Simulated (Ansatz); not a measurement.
# CH₇NOSSi: up Jacob's ladder to CCSD(T)

The task here is to estimate one member of a computed series from the others.

Method: functionals in def2-TZVPP, the program's frozen cores in correlated methods; program: Ansatz 0.2.0, Gaussian basis.

The runs, in order: LDA (SPW92), PBE-D4, revPBE-D4, BLYP-D4, r2SCAN-D4, B97M-V, PBE0-D4, B3LYP-D4, r2SCANh-D4, r2SCAN0-D4, HSE06-D4, BHLYP-D4, CAM-B3LYP-D4, LC-ωPBE, ωB97X-V, ωB97M-V, B2PLYP, PBE-QIDH; CCSD(T)/def2-SVP; CCSD(T)/def2-TZVPP; MP2/def2-QZVPP; extrapolation to the limit; RPA on PBE.

### Structure used throughout

All runs share one geometry, relaxed beforehand with PBE0-D4 in a triple-zeta def2 set.

SMILES `C[Si](N)(O)S`, 12 atoms, charge 0, spin multiplicity 1.

Atoms are counted from 1 here; the program's logs count them from 0.

Bond lengths: C1–Si2 1.858 Å, C1–H6 1.093 Å, C1–H7 1.092 Å, C1–H8 1.094 Å, Si2–N3 1.711 Å, Si2–O4 1.645 Å, Si2–S5 2.143 Å, N3–H9 1.006 Å, N3–H10 1.007 Å, O4–H11 0.959 Å, S5–H12 1.343 Å. Angles: Si2–C1–H6 111.6°, Si2–C1–H7 109.8°, Si2–C1–H8 110.9°, H6–C1–H7 107.9°, H6–C1–H8 108.3°, H7–C1–H8 108.2°, C1–Si2–N3 107.3°, C1–Si2–O4 112.7°, C1–Si2–S5 111.9°, N3–Si2–O4 110.6°, N3–Si2–S5 114.2°, O4–Si2–S5 100.1°, Si2–N3–H9 120.4°, Si2–N3–H10 121.2°, H9–N3–H10 111.7°, Si2–O4–H11 115.0°, Si2–S5–H12 93.6°.

Set-up of the first run:

in.yaml

```yaml
crystal:
  periodic: [false, false, false]
  atoms:
    - {symbol: C, position_ang: [-1.271006, 0.723512, -0.392964]}
    - {symbol: Si, position_ang: [0.211689, -0.053048, 0.412750]}
    - {symbol: N, position_ang: [0.742385, -1.319040, -0.608944]}
    - {symbol: O, position_ang: [-0.111564, -0.624622, 1.920983]}
    - {symbol: S, position_ang: [1.721639, 1.395208, 0.876460]}
    - {symbol: H, position_ang: [-1.004799, 1.227944, -1.325103]}
    - {symbol: H, position_ang: [-1.709073, 1.465397, 0.277392]}
    - {symbol: H, position_ang: [-2.033628, -0.028468, -0.615102]}
    - {symbol: H, position_ang: [0.403761, -1.386061, -1.554242]}
    - {symbol: H, position_ang: [1.664354, -1.713335, -0.515657]}
    - {symbol: H, position_ang: [-0.380730, -1.543980, 1.956830]}
    - {symbol: H, position_ang: [1.844070, 1.801494, -0.398202]}
basis:
  gaussian: {orbitals: def2-TZVPP}
hamiltonian: {xc: lda}
output: {orbitals: {seedname: orbitals}}
```

On the command line:

```bash
$ ansatz run in.yaml --threads 4 --pin off --events-out ev --progress --plain --max-ram 10444MiB
```

Among the steps run: LDA; PBE-D4 (GGA); revPBE-D4 (GGA); BLYP-D4 (GGA); r2SCAN-D4 (meta-GGA); B97M-V (meta-GGA); B3LYP-D4 (hybrid); r2SCANh-D4 (hybrid); r2SCAN0-D4 (hybrid); HSE06-D4 (hybrid); BHLYP-D4 (hybrid); CAM-B3LYP-D4 (range-separated); LC-ωPBE (range-separated); ωB97X-V (range-separated); ωB97M-V (range-separated); B2PLYP (double hybrid); PBE-QIDH (double hybrid).

One table of the session follows, with a row left open; its other results are not shown here.

It belongs to the step «Frontier levels by functional». 

| functional | HOMO (eV) | LUMO (eV) | gap (eV) |
| --- | --- | --- | --- |
| LDA (SPW92) | -5.88 | -0.53 | 5.35 |
| PBE-D4 | -5.75 | -0.37 | 5.38 |
| revPBE-D4 | -5.70 | -0.28 | 5.41 |
| BLYP-D4 | -5.60 | -0.37 | 5.23 |
| r2SCAN-D4 | -6.04 | 0.18 | 6.22 |
| B97M-V | -6.12 | -0.19 | 5.93 |
| PBE0-D4 | -7.03 | 0.47 | 7.50 |
| B3LYP-D4 | -6.78 | 0.13 | 6.91 |
| r2SCANh-D4 | -6.51 | 0.47 | 6.98 |
| r2SCAN0-D4 | -7.22 | 0.87 | 8.08 |
| HSE06-D4 | -6.62 | 0.11 | 6.73 |
| BHLYP-D4 | -8.15 | 1.10 | 9.26 |
| CAM-B3LYP-D4 | ? | ? | ? |
| LC-ωPBE | -9.79 | 2.58 | 12.36 |
| ωB97X-V | -9.42 | 2.34 | 11.76 |
| ωB97M-V | -9.26 | 1.92 | 11.18 |

Estimate the missing values for CAM-B3LYP-D4.

**Answer.** HOMO (eV): -8.37; LUMO (eV): 1.25; gap (eV): 9.63. In the column «HOMO (eV)» it lies between ωB97M-V (-9.26) and BHLYP-D4 (-8.15).
